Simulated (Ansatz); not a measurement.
**Y: response to strain**

Y is deformed so: equal xy, yz and zx engineering shear strains of +2 %. What stress and forces result, by LAPW, PAW and all-electron datasets made for the crystal?

Program: Ansatz 0.2.0. Level of theory: DFT LDA, scalar-relativistic. These are calculated values, not measurements.

## 1. The structure to begin with

The structure is cubic, space group Fm-3m (No. 225). The conventional cell has a = 4.970 Å, b = 4.970 Å, c = 4.970 Å, α = 90.00°, β = 90.00°, γ = 90.00°. Y (site symmetry m-3m) has 12 Y at 3.51 Å as nearest neighbours.

Coordinates:

```
Y
1.0
     0.00000    2.48500    2.48500
     2.48500    0.00000    2.48500
     2.48500    2.48500    0.00000
Y
1
Direct
  0.00000 0.00000 0.00000
```

## 2. After the deformation

Space group Fm-3m before, R-3m after.

## 3. Full-potential LAPW

Contents of input.yaml:

```yaml
crystal:
  lattice:
    - [0.0497, 2.50985, 2.50985]
    - [2.50985, 0.0497, 2.50985]
    - [2.50985, 2.50985, 0.0497]
  atoms:
    - { symbol: "Y", position: [0.0, 0.0, 0.0] }
kpoints:
  mp_grid: { grid: [13, 13, 13] }
  band_path:
    path:
      - [0.0, 0.0, 0.0]
      - [0.5, 0.5, 0.5]
      - [0.2451701269, 0.5, 0.7548298731]
      - [-0.2451701269, 0.2451701269, 0.5]
      - [0.0, 0.0, 0.5]
      - [0.0, 0.0, 0.0]
      - [-0.3725850634, 0.0, 0.3725850634]
      - [0.0, 0.3725850634, 0.6274149366]
      - [0.0, 0.5, 0.5]
    npoints: 5
scf:
  occupations: { method: fermi_dirac, width: 0.05 }
hamiltonian:
  xc: lda
  pseudopotentials: { kind: all_electron, lapw: { basis_error: 0.001 } }
output:
  forces: true
  stress: true
  eigenvalues: true
```

Launch:

```
ansatz run input.yaml --threads 1 --pin off --max-ram 3072MiB --backend cpu --events-out ev --progress --plain --runs-dir out
```

## 4. Frozen-core PAW

Contents of input.yaml:

```yaml
crystal:
  lattice:
    - [0.0497, 2.50985, 2.50985]
    - [2.50985, 0.0497, 2.50985]
    - [2.50985, 2.50985, 0.0497]
  atoms:
    - { symbol: "Y", position: [0.0, 0.0, 0.0] }
kpoints:
  mp_grid: { grid: [13, 13, 13] }
scf:
  occupations: { method: fermi_dirac, width: 0.05 }
hamiltonian:
  xc: lda
  pseudopotentials: { kind: paw }
output:
  forces: true
  stress: true
  eigenvalues: true
  efg: { contact_densities: true }
```

## 5. All-electron PAW on datasets made for the crystal

Changes to input.yaml since step 4:

```diff
@@ -13,3 +13,3 @@
   xc: lda
-  pseudopotentials: { kind: paw }
+  pseudopotentials: { kind: all_electron, datasets: crystal }
 output:
```

(Steps that only read results are left out.)

What does the calculation give? Wanted: pressure; largest shear or deviatoric stress.

The runs gave:

| quantity | value |
| --- | --- |
| pressure | LAPW -1.71, PAW -1.71, crystal datasets -1.71 GPa |
| largest shear or deviatoric stress (LAPW) | 0.68 GPa |

**Reading.** The largest part of the stress beyond the pressure is 0.68 GPa in size. No run of the undeformed cell stands beside it, so the pressure holds what the given cell had before the change. PAW: stress within 0.01 GPa of LAPW. Crystal datasets: stress within 0.01 GPa of LAPW.
